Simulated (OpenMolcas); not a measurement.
# Ir⁴⁺ among point charges: CASSCF and CASPT2 levels and susceptibility

How does a field of 8 point charges split the states of Ir⁴⁺, and what χT follows?

Program: OpenMolcas 26.06. Level of theory: state-averaged CASSCF and CASPT2, spin-orbit coupling by RASSI with atomic mean-field integrals. These are calculated values, not measurements, unless marked.

## (1) The system

```
Species                           : Ir⁴⁺ (iridium, Z = 77, 73 electrons)
Basis                             : ANO-RCC-VTZP [8s7p5d3f1g], 84 functions
Scalar Hamiltonian                : DKH2, point nucleus
Inactive shells                   : 1s 2s 2p 3s 3p 3d 4s 4p 4d 4f 5s 5p
Active space                      : 5 electrons in 5 orbitals (5d)
Some configurations of this space : 5d5
Orbitals                          : optimised for each spin and parity, averaged over all roots
```

The outer shells:

5d5
```
5d [↑ ][↑ ][↑ ][↑ ][↑ ]
```

The ion sits among 8 point charges of -1.2 e arranged as a cube (Oh), 1.91 Å from the ion.

Each step is its own input file, run in one work folder so that later steps find the files of earlier ones. Labels, J, g values, rates, χT and fits are worked out afterwards by a script from the matrices that RASSI stores. The input lists half of the charges; inversion (Group=XYZ) makes the rest.

## (2) GATEWAY and SEWARD: basis and integrals

a.inp

```
&GATEWAY
Coord
1

Ir 0.0 0.0 0.0
Basis=ANO-RCC-VTZP
Group=XYZ
NoMove
AngMom=0.0 0.0 0.0
AMFI
XField
4 Angstrom 0
1.102739 1.102739 1.102739 -1.200000
1.102739 1.102739 -1.102739 -1.200000
1.102739 -1.102739 1.102739 -1.200000
1.102739 -1.102739 -1.102739 -1.200000
&SEWARD
```

Command:

```
$ OMP_NUM_THREADS=1 MOLCAS_MEM=1689 MOLCAS_PROJECT=a pymolcas a.inp > a.log
```

## (3) CASSCF: sextets of even parity, 1 root

a.inp

```
&RASSCF
FileOrb=start.orb
Symmetry=1
Spin=6
nActEl=5 0 0
Inactive=15 19
Ras2=5 0
CIRoot=1 1 1
SDav=1
CIMx=300
Iter=120 100
PrWF=0.3
OrbListing=Nothing
MaxOrb=0
>>> COPY $Project.JobIph JOB001
```

start.orb holds the contracted functions of the basis, ordered by shell, or the orbitals of the step before.

## (4) Reference wave functions, quartets of even parity, 24 roots

a.inp

```
&RASSCF
FileOrb=start.orb
Symmetry=1
Spin=4
nActEl=5 0 0
Inactive=15 19
Ras2=5 0
CIRoot=24 24 1
SDav=24
CIMx=300
Iter=120 100
PrWF=0.3
OrbListing=Nothing
MaxOrb=0
>>> COPY $Project.JobIph JOB002
```

## (5) CASSCF: doublets of even parity, 75 roots

a.inp

```
&RASSCF
FileOrb=start.orb
Symmetry=1
Spin=2
nActEl=5 0 0
Inactive=15 19
Ras2=5 0
CIRoot=75 75 1
SDav=75
CIMx=300
Iter=120 100
PrWF=0.3
OrbListing=Nothing
MaxOrb=0
>>> COPY $Project.JobIph JOB003
```

## (6) RASSI: spin-orbit coupling between the states

a.inp

```
&RASSI
NrOfJobIphs=3 1 24 75
1
1 2 3 4 5 6 7 8 9 10 11 12 13 14 15 16 17 18 19 20 21 22 23 24
1 2 3 4 5 6 7 8 9 10 11 12 13 14 15 16 17 18 19 20 21 22 23 24 25 26 27
28 29 30 31 32 33 34 35 36 37 38 39 40 41 42 43 44 45 46 47 48 49 50 51
52 53 54 55 56 57 58 59 60 61 62 63 64 65 66 67 68 69 70 71 72 73 74 75
IphNames
JOB001
JOB002
JOB003
EJob
SpinOrbit
DIPRint=1.0
SOCoupling=1000.0
Subsets=2
Property=9
'ANGMOM' 1 'ANGMOM' 2 'ANGMOM' 3 'MLTPL  1' 1 'MLTPL  1' 2 'MLTPL  1' 3
'AMFI' 1 'AMFI' 2 'AMFI' 3
SOProperty=3
'ANGMOM' 1 'ANGMOM' 2 'ANGMOM' 3
```

## (7) CASPT2: IPEA 0.25, imaginary shift 0.1 (closed shells correlated: 5s 5p)

a.inp

```
>>> COPY JOB001 $Project.JobIph
&CASPT2
Multistate=1 1
Frozen=14 16
IPEA=0.25
Imaginary=0.1
MaxIter=60
WThr=0.0 0.3 0.05
PrWF=0.5
NoMix
>>> COPY JOB002 $Project.JobIph
&CASPT2
Multistate=24 1 2 3 4 5 6 7 8 9 10 11 12 13 14 15 16 17 18 19 20 21 22
23 24
NoMult
Frozen=14 16
IPEA=0.25
Imaginary=0.1
MaxIter=60
WThr=0.0 0.3 0.05
PrWF=0.5
NoMix
>>> COPY JOB003 $Project.JobIph
&CASPT2
Multistate=75 1 2 3 4 5 6 7 8 9 10 11 12 13 14 15 16 17 18 19 20 21 22
23 24 25 26 27 28 29 30 31 32 33 34 35 36 37 38 39 40 41 42 43 44 45 46
47 48 49 50 51 52 53 54 55 56 57 58 59 60 61 62 63 64 65 66 67 68 69 70
71 72 73 74 75
NoMult
Frozen=14 16
IPEA=0.25
Imaginary=0.1
MaxIter=60
WThr=0.0 0.3 0.05
PrWF=0.5
NoMix
```

(Steps that only read results are left out.)

What does the calculation give? Wanted: spin-free ground state; lowest level; next level.

**Answer**, as computed:

| quantity | value |
| --- | --- |
| method | SS-CASPT2, IPEA 0.25, imaginary shift 0.1 (closed shells correlated: 5s 5p) |
| spin-free ground state | 6A1, 1-fold in its orbital part |
| lowest level | 4-fold Γ8 |
| next level | 87.3 cm⁻¹ |
| χT at 300 K | 4.02 cm³ K/mol |
| effective moment at 300 K | 5.67 μB |

Cost by method:

```
                                              method  time of its own steps  time with the reference
                                           A. CASSCF                   22 s                     22 s
B. SS-CASPT2, IPEA 0.25, imaginary shift 0.1, +5s 5p                   13 s                     35 s
```

Times are of one thread on a shared host.

What this shows: The spin-free ground state (6A1) comes to 100 % from free-ion S terms and keeps the highest spin of the shell. χT at 300 K is 4.02, against 4.39 cm³ K/mol for the spin alone, so spin-orbit coupling lowers it. An active space of the d shell alone favours high spin; real ions in strong fields can be low spin. A ligand-field fit to the states below 45000 cm-1 gives 10Dq = -6432 cm-1, B = 703 cm-1 and C = 3512 cm-1 (C/B = 4.99), with a deviation of 415 cm-1. CASPT2 does not keep the components of a term degenerate, and the means are used. The field of point charges can differ much from that of real complexes. With metal d orbitals alone active, the gaps between spin states are rough; where two lie within a few thousand cm-1, their order is open. This is an electrostatic model: the charges have no orbitals.
